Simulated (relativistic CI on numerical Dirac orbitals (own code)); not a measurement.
# Mo²⁺: M2,3 absorption multiplets

Wanted: the shape of the M2,3 absorption spectrum of Mo²⁺ in 4 surroundings, from the same atomic integrals.

Program: relativistic CI on numerical Dirac orbitals (own code) version 1. Level of theory: Dirac-Coulomb-Breit CI, KLI orbitals optimised for each configuration, model QED (radiative potential, 1s self-energy scaled to tabulated hydrogen-like ionisation energies), valence Slater integrals scaled by 0.9, multiplet model of core-to-valence dipole absorption in a parametric crystal field. These are calculated values, not measurements, unless marked.

### 1 Starting point

```
ion                                            : Mo²⁺ (Mo III)
nuclear charge                                 : 42
electrons                                      : 40
configurations                                 : [Kr] 4d4 → [Ne] 3s2 3p5 3d10 4s2 4p6 4d5
magnetising field for the dichroism, Lz and Sz : exchange field 10 meV on Sz; these come from the lowest magnetised state alone (0 K)
temperature of the isotropic spectrum          : 10 K
widths                                         : Lorentz 3 eV, Gauss 0.4 eV
surrounding 1                                  : Td, 10Dq = -12600 cm⁻¹
surrounding 2                                  : Td, 10Dq = -15250 cm⁻¹
surrounding 3                                  : Td, 10Dq = -17900 cm⁻¹
surrounding 4                                  : Td, 10Dq = -20550 cm⁻¹
```

### 2 Surrounding 1: Td, 10Dq = -12600

Settings of the run:

```ini
atom Mo  Z=42  charge=2  electrons=40
nucleus A=98  rms_radius_fm=4.4091
hamiltonian dirac-coulomb  breit=on  qed=on  c_scale=1
orbitals kli  potential=per-configuration
slater_scale 0.9
correlation none
mixing on
configurations
  [Kr] 4d4
  [Ne] 3s2 3p5 3d10 4s2 4p6 4d5
end
absorption M2,3 T=10 lorentz=3.0 gauss=0.4
crystal_field Td 10Dq=-12600
```

From the run's result record (rounded, not every field), cut to the lines that bear on the results:

```text
{
  "status": "converged",
  "curve, one point in 2 above 2 % of the maximum [energy, isotropic, mcd, ld] [eV; bohr^2/eV]": [
    [387, 1.784e-05, 1.746e-08, -4.789e-10],
    [388, 2.138e-05, 2.135e-08, -5.784e-10],
    [389, 2.612e-05, 2.669e-08, -7.14e-10],
    [390, 3.264e-05, 3.428e-08, -9.061e-10],
    [391, 4.196e-05, 4.558e-08, -1.191e-09],
    [392, 5.592e-05, 6.34e-08, -1.641e-09],
    [393, 7.811e-05, 9.36e-08, -2.408e-09],
    [394, 0.0001162, 1.498e-07, -3.848e-09],
    [395, 0.0001881, 2.66e-07, -6.847e-09],
    [396, 0.0003376, 5.119e-07, -1.296e-08],
    [397, 0.0006335, 7.657e-07, -1.794e-08],
    [398, 0.0008786, 5.569e-07, -8.073e-09],
    [399, 0.000656, 2.57e-07, -6.644e-09],
    [400, 0.000386, 2.537e-07, -1.106e-08],
    [401, 0.0002356, 2.41e-07, -9.238e-09],
    [402, 0.0001481, 1.814e-07, -5.76e-09],
    [403, 9.901e-05, 1.214e-07, -4.219e-09],
    [404, 7.065e-05, 7.423e-08, -3.538e-09],
    [405, 5.297e-05, 4.596e-08, -2.453e-09],
    [406, 4.197e-05, 3.026e-08, -1.735e-09],
    [407, 3.533e-05, 2.011e-08, -1.393e-09],
    [408, 3.157e-05, 1.215e-08, -1.269e-09],
    [409, 3.015e-05, 4.304e-09, -1.302e-09],
    [410, 3.112e-05, -5.388e-09, -1.501e-09],
    [411, 3.523e-05, -2.028e-08, -1.958e-09],
    [412, 4.464e-05, -4.805e-08, -2.928e-09],
    [413, 6.477e-05, -1.068e-07, -5.026e-09],
    [414, 0.0001089, -2.098e-07, -8.839e-09],
    "... 8 more rows left out ..."
  ],
  "sticks, the strongest [energy, strength] [eV, bohr^2]": [
    [397.46, 4.021e-05],
    [397.63, 0.0001563],
    [397.66, 0.0003878],
    [397.77, 0.0004487],
    [397.88, 0.0002889],
    [397.98, 0.001431],
    [398.05, 0.0001283],
    [398.16, 0.0004324],
    [398.23, 0.0004139],
    [398.29, 8.784e-05],
    [398.49, 0.0002835],
    [400.16, 5.421e-05],
    [415.72, 0.0006854],
    [415.97, 0.0004029]
  ],
  "total [bohr^2]": 0.0057461,
  "centroid [eV]": 401.988,
  "radial 3p6 4d4 [Ha, bohr]": {"<r^-3>(4d)": 4.2592, "<r^1>(4d)": 1.7231, "<r^2>(4d)": 3.525, "<r^4>(4d)": 22.761, "F2(4d,4d)": 0.26347, "F4(4d,4d)": 0.17147, "zeta(4d)": 0.0029021},
  "radial 3p5 4d5 [Ha, bohr]": {"<r^-3>(3p)": 408.08, "<r^1>(3p)": 0.42592, "<r^2>(3p)": 0.21094, "<r^4>(3p)": 0.072157, "zeta(3p)": 0.43501, "<r^-3>(4d)": 4.9709, "<r^1>(4d)": 1.6202, "<r^2>(4d)": 3.1143, "<r^4>(4d)": 17.72, "F2(4d,4d)": 0.28029, "F4(4d,4d)": 0.18287, "F2(3p,4d)": 0.13393, "G1(3p,4d)": 0.028763, "G3(3p,4d)": 0.028439, "zeta(4d)": 0.0035336},
  "ground_degeneracy": 1,
  "ground_Lz": 0.00241365,
  "ground_Sz": -0.00594264,
  "ground_S": 0.236264,
  "core_spin_orbit_splitting [eV]": 17.8845,
  "branching_ratio": 0.787021,
  "edge_boundary [eV]": 410.602,
  "mcd_integrals": [0.000243648, -1.69987e-05]
}
```

Wall time 1.8 s (1 thread, shared host).

### 3 Surrounding 2: Td, 10Dq = -15250

Changes to the settings of step 2:

```diff
@@ -12,2 +12,2 @@
 absorption M2,3 T=10 lorentz=3.0 gauss=0.4
-crystal_field Td 10Dq=-12600
+crystal_field Td 10Dq=-15250
```

Result record:

```text
{
  "status": "converged",
  "curve, one point in 3 above 2 % of the maximum [energy, isotropic, mcd, ld] [eV; bohr^2/eV]": [
    [387.5, 1.826e-05, 1.498e-09, 2.937e-11],
    [389, 2.433e-05, 2.058e-09, 4.29e-11],
    [390.5, 3.407e-05, 3.002e-09, 6.594e-11],
    [392, 5.113e-05, 4.767e-09, 1.088e-10],
    [393.5, 8.5e-05, 8.612e-09, 1.991e-10],
    [395, 0.0001654, 1.897e-08, 4.267e-10],
    [396.5, 0.0004009, 4.999e-08, 1.123e-09],
    [398, 0.00084, 4.617e-08, 2.298e-09],
    [399.5, 0.0005243, 2.185e-08, 1.045e-09],
    [401, 0.0002409, 1.41e-08, -6.752e-10],
    [402.5, 0.0001235, 1.809e-08, -4.956e-10],
    [404, 7.176e-05, 9.935e-09, -2.01e-10],
    [405.5, 4.779e-05, 3.918e-09, -1.158e-10],
    [407, 3.603e-05, 1.986e-09, -1.015e-10],
    [408.5, 3.14e-05, 1.07e-09, -1.252e-10],
    [410, 3.228e-05, 1.995e-10, -1.898e-10],
    [411.5, 4.086e-05, -1.212e-09, -3.301e-10],
    [413, 6.759e-05, -4.768e-09, -6.81e-10],
    [414.5, 0.0001529, -1.555e-08, -1.739e-09],
    [416, 0.000282, -1.143e-08, -3.231e-09],
    [417.5, 0.0001505, 1.322e-08, -1.525e-09],
    [419, 7.264e-05, 1.377e-08, -3.254e-10],
    [420.5, 3.894e-05, 5.354e-09, -1.249e-10],
    [422, 2.376e-05, 2.796e-09, -9.316e-11]
  ],
  "sticks, the strongest [energy, strength] [eV, bohr^2]": [
    [397.66, 0.0001312],
    [397.92, 0.001155],
    [398.04, 0.0002627],
    [398.27, 0.00186],
    [398.33, 0.0002941],
    [398.55, 0.0001367],
    [398.91, 7.645e-05],
    [415.93, 0.001164]
  ],
  "total [bohr^2]": 0.00571343,
  "centroid [eV]": 402.642,
  "ground_degeneracy": 1,
  "ground_Lz": 0.000214469,
  "ground_Sz": -0.000592154,
  "ground_S": 0.0742588,
  "core_spin_orbit_splitting [eV]": 17.8845,
  "branching_ratio": 0.758464,
  "edge_boundary [eV]": 411.466,
  "mcd_integrals": [2.01614e-05, 4.86103e-09]
}
```

Run time: 1.9 s. Hardware: 1 thread, shared host.

### 4 Surrounding 3: Td, 10Dq = -17900

Changes to the settings of step 3:

```diff
@@ -12,2 +12,2 @@
 absorption M2,3 T=10 lorentz=3.0 gauss=0.4
-crystal_field Td 10Dq=-15250
+crystal_field Td 10Dq=-17900
```

Result record:

```text
{
  "status": "converged",
  "curve, one point in 3 above 2 % of the maximum [energy, isotropic, mcd, ld] [eV; bohr^2/eV]": [
    [387.5, 1.755e-05, 4.069e-10, 1.689e-11],
    [389, 2.328e-05, 5.589e-10, 2.348e-11],
    [390.5, 3.241e-05, 8.166e-10, 3.426e-11],
    [392, 4.825e-05, 1.305e-09, 5.346e-11],
    [393.5, 7.923e-05, 2.389e-09, 9.208e-11],
    [395, 0.0001513, 5.394e-09, 1.849e-10],
    [396.5, 0.0003591, 1.45e-08, 4.565e-10],
    [398, 0.0008067, 6.762e-09, 8.174e-10],
    [399.5, 0.0005591, 6.454e-09, 9.88e-10],
    [401, 0.0002486, 1.418e-09, 3.137e-10],
    [402.5, 0.0001296, 7.584e-09, -6.591e-11],
    [404, 7.43e-05, 4.906e-09, -2.725e-11],
    [405.5, 4.917e-05, 1.785e-09, -1.25e-11],
    [407, 3.693e-05, 7.44e-10, -1.884e-11],
    [408.5, 3.186e-05, 4.425e-10, -3.416e-11],
    [410, 3.251e-05, 2.009e-10, -6.222e-11],
    [411.5, 4.073e-05, -1.264e-10, -1.173e-10],
    [413, 6.617e-05, -8.92e-10, -2.467e-10],
    [414.5, 0.0001469, -3.352e-09, -6.29e-10],
    [416, 0.0002958, -3.894e-09, -1.32e-09],
    [417.5, 0.0001689, 4.132e-09, -7.202e-10],
    [419, 7.823e-05, 5.709e-09, -1.728e-10],
    [420.5, 4.249e-05, 2.821e-09, -3.989e-11],
    [422, 2.532e-05, 1.306e-09, -3.3e-11],
    [423.5, 1.685e-05, 7.384e-10, -2.902e-11]
  ],
  "sticks, the strongest [energy, strength] [eV, bohr^2]": [
    [397.81, 0.0001818],
    [397.99, 6.601e-05],
    [398.1, 0.001379],
    [398.42, 0.0005726],
    [398.48, 0.001346],
    [398.51, 7.831e-05],
    [398.57, 0.0003368],
    [416.09, 0.001329]
  ],
  "total [bohr^2]": 0.00570042,
  "centroid [eV]": 402.98,
  "ground_degeneracy": 1,
  "ground_Lz": 6.85713e-05,
  "ground_Sz": -0.000229846,
  "ground_S": 0.0414935,
  "core_spin_orbit_splitting [eV]": 17.8845,
  "branching_ratio": 0.747137,
  "edge_boundary [eV]": 412.306,
  "mcd_integrals": [5.83586e-06, 5.94009e-07]
}
```

Wall time 1.9 s (1 thread, shared host).

### 5 Surrounding 4: Td, 10Dq = -20550

Changes to the settings of step 4:

```diff
@@ -12,2 +12,2 @@
 absorption M2,3 T=10 lorentz=3.0 gauss=0.4
-crystal_field Td 10Dq=-17900
+crystal_field Td 10Dq=-20550
```

Result record:

```text
{
  "status": "converged",
  "curve, one point in 3 above 2 % of the maximum [energy, isotropic, mcd, ld] [eV; bohr^2/eV]": [
    [387.5, 1.699e-05, 1.448e-10, 1.057e-11],
    [389, 2.244e-05, 1.985e-10, 1.478e-11],
    [390.5, 3.108e-05, 2.905e-10, 2.174e-11],
    [392, 4.592e-05, 4.681e-10, 3.426e-11],
    [393.5, 7.457e-05, 8.745e-10, 5.97e-11],
    [395, 0.0001399, 2.047e-09, 1.212e-10],
    [396.5, 0.0003252, 5.731e-09, 3.043e-10],
    [398, 0.0007688, -1.335e-09, 6.625e-10],
    [399.5, 0.0006003, 1.846e-09, 4.295e-10],
    [401, 0.0002576, 2.055e-09, 5.504e-11],
    [402.5, 0.0001359, 4.379e-09, -1.031e-10],
    [404, 7.703e-05, 3.122e-09, -4.826e-11],
    [405.5, 5.02e-05, 1.383e-09, -1.954e-11],
    [407, 3.744e-05, 4.63e-10, -1.561e-11],
    [408.5, 3.21e-05, 2.147e-10, -2.005e-11],
    [410, 3.243e-05, 1.091e-10, -3.16e-11],
    [411.5, 4.009e-05, -4.224e-12, -5.628e-11],
    [413, 6.383e-05, -2.637e-10, -1.147e-10],
    [414.5, 0.0001384, -1.095e-09, -2.855e-10],
    [416, 0.0002991, -2.018e-09, -6.47e-10],
    [417.5, 0.0001875, 1.888e-09, -3.946e-10],
    [419, 8.244e-05, 2.398e-09, -1.135e-10],
    [420.5, 4.576e-05, 1.736e-09, -1.377e-11],
    [422, 2.68e-05, 7.254e-10, -1.231e-11],
    [423.5, 1.768e-05, 4.559e-10, -1.245e-11]
  ],
  "sticks, the strongest [energy, strength] [eV, bohr^2]": [
    [397.95, 0.0002013],
    [398.24, 0.001455],
    [398.64, 0.002199],
    [398.73, 0.0001058],
    [399.01, 2.703e-05],
    [401.51, 2.632e-05],
    [402.2, 2.178e-05],
    [416.24, 0.001414]
  ],
  "total [bohr^2]": 0.0056928,
  "centroid [eV]": 403.231,
  "ground_degeneracy": 1,
  "ground_Lz": 2.85087e-05,
  "ground_Sz": -0.000115356,
  "ground_S": 0.026719,
  "core_spin_orbit_splitting [eV]": 17.8845,
  "branching_ratio": 0.740512,
  "edge_boundary [eV]": 411.805,
  "mcd_integrals": [2.30684e-06, 3.87559e-07]
}
```

It took 1.9 s on 1 thread, shared host.

### 6 Comparison

| surrounding | ground S | Lz (0 K) | Sz (0 K) | centroid (eV) | share of the lower edge | up to four highest peaks (% of the highest), eV |
| --- | --- | --- | --- | --- | --- | --- |
| 1: Td | 0.24 | 0.00 | -0.01 | 401.99 | 0.787 | 398.0 (100), 416.0 (28) |
| 2: Td | 0.07 | 0.00 | 0.00 | 402.64 | 0.758 | 398.0 (100), 416.0 (34) |
| 3: Td | 0.04 | 0.00 | 0.00 | 402.98 | 0.747 | 398.5 (100), 416.0 (36) |
| 4: Td | 0.03 | 0.00 | 0.00 | 403.23 | 0.741 | 398.5 (100), 416.0 (36) |

### 7 Summary of results

```
                                 quantity           value
                  highest peak, first run        398.0 eV
      ground spin (effective S from ⟨S²⟩)    0.03 to 0.24
                  share of the lower edge  0.741 to 0.787
core spin-orbit splitting (without Breit)        17.88 eV
```

**Reading.** The lower edge takes 0.79 of the intensity in surrounding 1, above the statistical 0.67. The highest peak stays in place, within the step of the energy grid, in all surroundings. Edge positions are free-ion values and differ from those in solids by a few eV or more.
